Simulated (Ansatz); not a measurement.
Input of an Ansatz 0.2.0 run:

input.yaml

```yaml
crystal:
  lattice:
    - [3.0008472788, 0.0, 0.0]
    - [-1.5004236394, 2.5988099763, 0.0]
    - [0.0, 0.0, 5.345578]
  atoms:
    - { symbol: Pt, position: [0.6666666667, 0.3333333333, 0.0] }
    - { symbol: K, position: [0.0, 0.0, 0.5] }
hamiltonian:
  xc: r2scan
  pseudopotentials: { kind: paw }
kpoints:
  mp_grid: { grid: [10, 10, 5] }
scf:
  occupations: { method: fermi_dirac, width: 0.05 }
output:
  forces: true
  stress: true
  eigenvalues: true
relax:
  f_tol: 0.01
  max_steps: 40
  cell: { stress_tol: 0.05, p_target: 5.0 }
```

Potentials or basis: Ansatz PAW.

Launch:

```sh
$ ansatz run input.yaml --threads 2 --pin off --max-ram 5632MiB --backend cpu --events-out ev --progress --plain --runs-dir out
```

Problem. What does it give for the relaxed cell?

Solution. a = 2.896 Å, b = 2.896 Å, c = 5.226 Å, α = 90.00°, β = 90.00°, γ = 120.00°.

Problem. Estimate the band gap on the k mesh.

Solution. None (metal or under the smearing width).

Problem. Estimate the space group after relaxing (to 0.05 Å).

Solution. P-6m2 (No. 187).

The path:
```csv
step,energy change (eV),largest force (eV/Å),volume (Å³)
1,0.0000,0.0000,41.69
2,0.1033,0.0000,36.27
3,0.0135,0.0000,38.27
4,0.0212,0.0000,37.99
5,0.0221,0.0000,37.96
6,0.0230,0.0000,37.96
```

Caveat: the plane-wave basis is chosen anew once the cell has moved, so the energies of steps on either side of that aren't comparable; the PAW data sets come from PBE, with cores solved anew for the run's functional, which leaves a small shift of forces and pressure. Spin-orbit coupling is left out, which matters for the levels of Pt.
